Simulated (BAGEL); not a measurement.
# A workflow on CH6BNO2 (SMILES COB(N)O)

Wanted: the energy (HF/6-31G*), then a single-point energy (NEVPT2(2,2)/6-31G*), then the energy (CASPT2(2,2)/6-31G*) of CH6BNO2. 

The results are computed with BAGEL 1.2.2.

2 further runs of the same task are left out: 2 set aside as unsound or not needed.

**1. The structure to begin with**

CH6BNO2: 11 atoms, total charge 0, spin state singlet. SMILES: `COB(N)O`. The O2–B3 distance was set to 1.856 Å, away from the relaxed value.

Bond lengths: C1–O2 1.404 Å, B3–N4 1.409 Å, B3–O5 1.372 Å, C1–H6 1.096 Å, C1–H7 1.091 Å, C1–H8 1.096 Å, N4–H9 1.002 Å, N4–H10 1.003 Å, O5–H11 0.959 Å. Some angles: N4–B3–O5 118.7°, O2–C1–H6 111.6°, O2–C1–H7 108.2°, O2–C1–H8 111.6°, B3–N4–H9 124.4°, B3–N4–H10 121.1°, B3–O5–H11 111.1°, H6–C1–H7 108.3°, H6–C1–H8 108.8°, H7–C1–H8 108.3°. A long bond or contact: O2–B3 1.856 Å.

**2. A single-point energy at HF/6-31G(d) (density fitting with svp-jkfit, spherical functions) (run 1)**

Contents of input.json:

```json
{ "bagel": [

{
  "title": "molecule",
  "basis": "6-31gs.json",
  "df_basis": "svp-jkfit",
  "angstrom": true,
  "geometry": [
    { "atom": "C", "xyz": [       0.782557,       1.064827,       1.555629 ] },
    { "atom": "O", "xyz": [      -0.377643,       0.315727,       1.304429 ] },
    { "atom": "B", "xyz": [      -0.644000,      -0.506700,      -0.338400 ] },
    { "atom": "N", "xyz": [       0.275800,      -0.431900,      -1.403700 ] },
    { "atom": "O", "xyz": [      -1.801000,      -1.223100,      -0.514800 ] },
    { "atom": "H", "xyz": [       0.870357,       1.915027,       0.869029 ] },
    { "atom": "H", "xyz": [       0.723457,       1.451827,       2.573529 ] },
    { "atom": "H", "xyz": [       1.685957,       0.449227,       1.473529 ] },
    { "atom": "H", "xyz": [       1.144100,       0.066300,      -1.366900 ] },
    { "atom": "H", "xyz": [       0.095200,      -0.890900,      -2.277500 ] },
    { "atom": "H", "xyz": [      -2.344100,      -1.201100,       0.275400 ] }
  ]
},

{ "title": "hf" },

{ "title": "print", "file": "orbitals.molden", "orbitals": true }

]}
```

The basis set 6-31G* is read from a file made from the Basis Set Exchange's data (not shown).

Command:

```bash
$ BAGEL_NUM_THREADS=1 BAGEL input.json > input.out
```

The program printed:

```text
* using 1 threads per process

  ===============================================================
  ===============================================================

  *** Geometry ***

  { "atom" : "C", "xyz" : [      1.478818,      2.012231,      2.939713 ] },
  { "atom" : "O", "xyz" : [     -0.713642,      0.596638,      2.465014 ] },
  { "atom" : "B", "xyz" : [     -1.216984,     -0.957524,     -0.639483 ] },
  { "atom" : "N", "xyz" : [      0.521186,     -0.816173,     -2.652609 ] },
  { "atom" : "O", "xyz" : [     -3.403397,     -2.311324,     -0.972831 ] },
  { "atom" : "H", "xyz" : [      1.644736,      3.618877,      1.642227 ] },
  { "atom" : "H", "xyz" : [      1.367136,      2.743555,      4.863265 ] },
  { "atom" : "H", "xyz" : [      3.185997,      0.848916,      2.784566 ] },
  { "atom" : "H", "xyz" : [      2.162036,      0.125289,     -2.583067 ] },
  { "atom" : "H", "xyz" : [      0.179902,     -1.683557,     -4.303851 ] },
  { "atom" : "H", "xyz" : [     -4.429707,     -2.269750,      0.520431 ] },

  Number of auxiliary basis functions:      489

  Since a DF basis is specified, we compute 2- and 3-index integrals:
    o Being stored without compression. Storage requirement is 0.026 GB

  Number of basis functions:       82
  Number of electrons      :       40

    * METHOD: MOLECULE                             0.26

  *** RHF ***

  === Nuclear Repulsion ===
   163.5817924271

      * DIIS with orbital gradients will be used.

  === RHF iteration (6-31gs.json) ===
      0       -269.95012792          0.02508492           0.07
      1       -270.16490010          0.01533006           0.07
      2       -270.26760337          0.00210592           0.07
      3       -270.26979763          0.00092587           0.07
      4       -270.27023169          0.00016490           0.07
      5       -270.27025292          0.00005671           0.07
      6       -270.27025645          0.00002749           0.07
      7       -270.27025746          0.00000893           0.07
      8       -270.27025754          0.00000320           0.07
      9       -270.27025755          0.00000145           0.07
     10       -270.27025755          0.00000074           0.07
     11       -270.27025755          0.00000024           0.07
     12       -270.27025755          0.00000011           0.07
     13       -270.27025755          0.00000004           0.07
     14       -270.27025755          0.00000002           0.07
     15       -270.27025755          0.00000001           0.07
    * SCF iteration converged.

    * Permanent dipole moment:
           (   -0.451564,     0.039805,     0.709674) a.u.

    * METHOD: HF                                   1.37

    * METHOD: PRINT                                0.01

  ===============================================================
```

It took 1.8 s on 1 thread of Arm Neoverse V1, shared host; peak memory 0.15 GiB.

**3. The energy at NEVPT2(2,2)/6-31G(d) (density fitting with svp-jkfit, spherical functions) (run 2)**

Contents of job.json:

```json
{ "bagel": [

{
  "title": "molecule",
  "basis": "6-31gs.json",
  "df_basis": "svp-jkfit",
  "angstrom": "true",
  "geometry": [
    { "atom": "C", "xyz": [       0.782557,       1.064827,       1.555629 ] },
    { "atom": "O", "xyz": [      -0.377643,       0.315727,       1.304429 ] },
    { "atom": "B", "xyz": [      -0.644000,      -0.506700,      -0.338400 ] },
    { "atom": "N", "xyz": [       0.275800,      -0.431900,      -1.403700 ] },
    { "atom": "O", "xyz": [      -1.801000,      -1.223100,      -0.514800 ] },
    { "atom": "H", "xyz": [       0.870357,       1.915027,       0.869029 ] },
    { "atom": "H", "xyz": [       0.723457,       1.451827,       2.573529 ] },
    { "atom": "H", "xyz": [       1.685957,       0.449227,       1.473529 ] },
    { "atom": "H", "xyz": [       1.144100,       0.066300,      -1.366900 ] },
    { "atom": "H", "xyz": [       0.095200,      -0.890900,      -2.277500 ] },
    { "atom": "H", "xyz": [      -2.344100,      -1.201100,       0.275400 ] }
  ]
},

{ "title": "hf" },

{ "title": "casscf", "nstate": 1, "nact": 2, "nclosed": 19, "active": [19, 21], "maxiter": 200, "natocc": "true" },

{ "title": "nevpt2", "nstate": 1, "nact": 2, "nclosed": 19, "active": [19, 21], "maxiter": 200, "natocc": "true", "ncore": 5 },

{ "title": "print", "file": "orbitals.molden", "orbitals": "true" }

]}
```

The basis set 6-31G* is read from a file made from the Basis Set Exchange's data (not shown).

Command:

```bash
$ BAGEL_NUM_THREADS=1 BAGEL job.json > job.out
```

The program printed:

```text
* using 1 threads per process

  ===============================================================
  ===============================================================

  *** Geometry ***

  { "atom" : "C", "xyz" : [      1.478818,      2.012231,      2.939713 ] },
  { "atom" : "O", "xyz" : [     -0.713642,      0.596638,      2.465014 ] },
  { "atom" : "B", "xyz" : [     -1.216984,     -0.957524,     -0.639483 ] },
[... 7 lines of this table left out ...]
  { "atom" : "H", "xyz" : [     -4.429707,     -2.269750,      0.520431 ] },

  Number of auxiliary basis functions:      489

  Since a DF basis is specified, we compute 2- and 3-index integrals:
    o Being stored without compression. Storage requirement is 0.026 GB

  Number of basis functions:       82
  Number of electrons      :       40

    * METHOD: MOLECULE                             0.26

  *** RHF ***

  === Nuclear Repulsion ===
   163.5817924271

      * DIIS with orbital gradients will be used.

  === RHF iteration (6-31gs.json) ===
      0       -269.95012792          0.02508492           0.07
      1       -270.16490010          0.01533006           0.07
      2       -270.26760337          0.00210592           0.08
[... 12 lines of this table left out ...]
     15       -270.27025755          0.00000001           0.07
    * SCF iteration converged.

    * Permanent dipole moment:
           (   -0.451564,     0.039805,     0.709674) a.u.

    * METHOD: HF                                   1.38

  ---------------------------
      CASSCF calculation
  ---------------------------

    ==== Active orbitals : =====
         Orbital 19
         Orbital 21
    ============================

    * nstate   :      1
    * nclosed  :     19
    * nact     :      2
    * nvirt    :     61
  === CASSCF iteration (6-31gs.json) ===

    * Using the second-order algorithm

      0  0      -270.27056834     1.13e-04      0.03

      1  0      -270.28169294     1.77e-03      0.30
[... 35 lines of this table left out ...]
     19  0      -270.29796725     4.89e-09      0.29

    * Second-order optimization converged. *

     guess   0:   closed 1.                   open ..

  === FCI iteration ===

      0  0      -270.26883300     9.40e-02      0.00
      1  0      -270.29752734     9.14e-03      0.00
      2  0 *    -270.29796725     2.17e-16      0.00

     * ci vector, state   0, <S^2> = 0.0000
       2.     0.9881500304
       .2    -0.1534910986

    * METHOD: CASSCF                               7.88

    * freezing 5 orbitals

  === DF-NEVPT2 calculation ===

    * 3-index integral transformation done
    * assembly done

      NEVPT2 correlation energy:   -0.6954447719      0.23

          (+0)     -0.5897860634
          (+0)'    -0.0436512194
          (+1)     -0.0139926658
          (+1)'    -0.0000000000
          (+2)     -0.0005810402
          (-1)     -0.0426508916
          (-1)'     0.0000000000
          (-2)     -0.0047828916

      NEVPT2 total energy:       -270.9934120255

    * METHOD: NEVPT2                               0.38

    * METHOD: PRINT                                0.01

  ===============================================================
```

It took 10 s on 1 thread of Arm Neoverse V1, shared host; peak memory 0.15 GiB.

**4. A single-point energy at CASPT2(2,2)/6-31G(d) (density fitting with svp-jkfit, spherical functions) (run 3)**

Contents of job.json:

```json
{ "bagel": [

{
  "title": "molecule",
  "basis": "6-31gs.json",
  "df_basis": "svp-jkfit",
  "angstrom": "true",
  "geometry": [
    { "atom": "C", "xyz": [    0.782557,    1.064827,    1.555629 ] },
    { "atom": "O", "xyz": [   -0.377643,    0.315727,    1.304429 ] },
    { "atom": "B", "xyz": [   -0.644000,   -0.506700,   -0.338400 ] },
    { "atom": "N", "xyz": [    0.275800,   -0.431900,   -1.403700 ] },
    { "atom": "O", "xyz": [   -1.801000,   -1.223100,   -0.514800 ] },
    { "atom": "H", "xyz": [    0.870357,    1.915027,    0.869029 ] },
    { "atom": "H", "xyz": [    0.723457,    1.451827,    2.573529 ] },
    { "atom": "H", "xyz": [    1.685957,    0.449227,    1.473529 ] },
    { "atom": "H", "xyz": [    1.144100,    0.066300,   -1.366900 ] },
    { "atom": "H", "xyz": [    0.095200,   -0.890900,   -2.277500 ] },
    { "atom": "H", "xyz": [   -2.344100,   -1.201100,    0.275400 ] }
  ]
},
{ "title": "hf" },
{ "title": "casscf", "nstate": 1, "nact": 2, "nclosed": 19, "active": [19, 21], "maxiter": 200, "natocc": "true" },
{ "title": "print", "file": "orbitals.molden", "orbitals": "true" },
{ "title": "smith", "method": "caspt2", "ms": "true", "xms": "true", "sssr": "true", "shift": 0.2, "shift_imag": "true", "ncore": 5 }

]}
```

The basis set 6-31G* is read from a file made from the Basis Set Exchange's data (not shown).

Command:

```bash
$ BAGEL_NUM_THREADS=1 BAGEL job.json > job.out
```

The program printed:

```text
* using 1 threads per process

  ===============================================================
  ===============================================================

  *** Geometry ***

  { "atom" : "C", "xyz" : [      1.478818,      2.012231,      2.939713 ] },
  { "atom" : "O", "xyz" : [     -0.713642,      0.596638,      2.465014 ] },
  { "atom" : "B", "xyz" : [     -1.216984,     -0.957524,     -0.639483 ] },
[... 7 lines of this table left out ...]
  { "atom" : "H", "xyz" : [     -4.429707,     -2.269750,      0.520431 ] },

  Number of auxiliary basis functions:      489

  Since a DF basis is specified, we compute 2- and 3-index integrals:
    o Being stored without compression. Storage requirement is 0.026 GB

  Number of basis functions:       82
  Number of electrons      :       40

    * METHOD: MOLECULE                             0.26

  *** RHF ***

  === Nuclear Repulsion ===
   163.5817924271

      * DIIS with orbital gradients will be used.

[... 6 lines left out ...]
    * SCF iteration converged.
[... 1 line left out ...]
    * Permanent dipole moment:
[... 27 lines left out ...]
    * Second-order optimization converged. *
[... 9 lines left out ...]
     * ci vector, state   0, <S^2> = 0.0000
[... 16 lines left out ...]
    * Zeroth order energy : state  0       -1.0035686213
[... 3 lines left out ...]
      -------------------------------------------  CASPT2 iteration  ---------------------------------------------------
       #      aibj      arbs      arbi      airj      risj      airs      arst      rist         Etot      error   time
      ------------------------------------------------------------------------------------------------------------------

       0  -0.58924  -0.00564  -0.04253  -0.01509  -0.00075  -0.03823  -0.00000  -0.00000   -0.6914888  0.0021289   0.13
       1  -0.58965  -0.00570  -0.04286  -0.01543  -0.00081  -0.03922  -0.00000  -0.00000   -0.6936593  0.0003531   0.11
       2  -0.58969  -0.00570  -0.04280  -0.01544  -0.00082  -0.03928  -0.00000  -0.00000   -0.6937441  0.0000683   0.11
       3  -0.58969  -0.00570  -0.04280  -0.01543  -0.00082  -0.03930  -0.00000  -0.00000   -0.6937463  0.0000149   0.11
       4  -0.58969  -0.00570  -0.04280  -0.01543  -0.00082  -0.03930  -0.00000  -0.00000   -0.6937464  0.0000034   0.12
       5  -0.58969  -0.00570  -0.04280  -0.01543  -0.00082  -0.03930  -0.00000  -0.00000   -0.6937465  0.0000008   0.12

      ------------------------------------------------------------------------------------------------------------------

    * CASPT2 energy : state  0     -270.9944824817
        w/o shift correction       -270.9917137082
        reference weight              0.8289380086

    * METHOD: SMITH                                1.02

  ===============================================================
```

It took 11 s on 1 thread of Arm Neoverse V1, shared host; peak memory 0.24 GiB.

**5. What came out**

| quantity | value |
| --- | --- |
| run 1, HF/6-31G*: total energy | -270.27026 Eh |
| run 1, HF/6-31G*: dipole moment | 2.14 D |
| run 1, HF/6-31G*: HOMO energy | -10.87 eV |
| run 1, HF/6-31G*: LUMO energy | 5.39 eV |
| run 1, HF/6-31G*: HOMO–LUMO gap | 16.26 eV |
| run 2, NEVPT2(2,2)/6-31G*: total energy | -270.99341 Eh |
| run 3, CASPT2(2,2)/6-31G*: total energy | -270.99448 Eh |
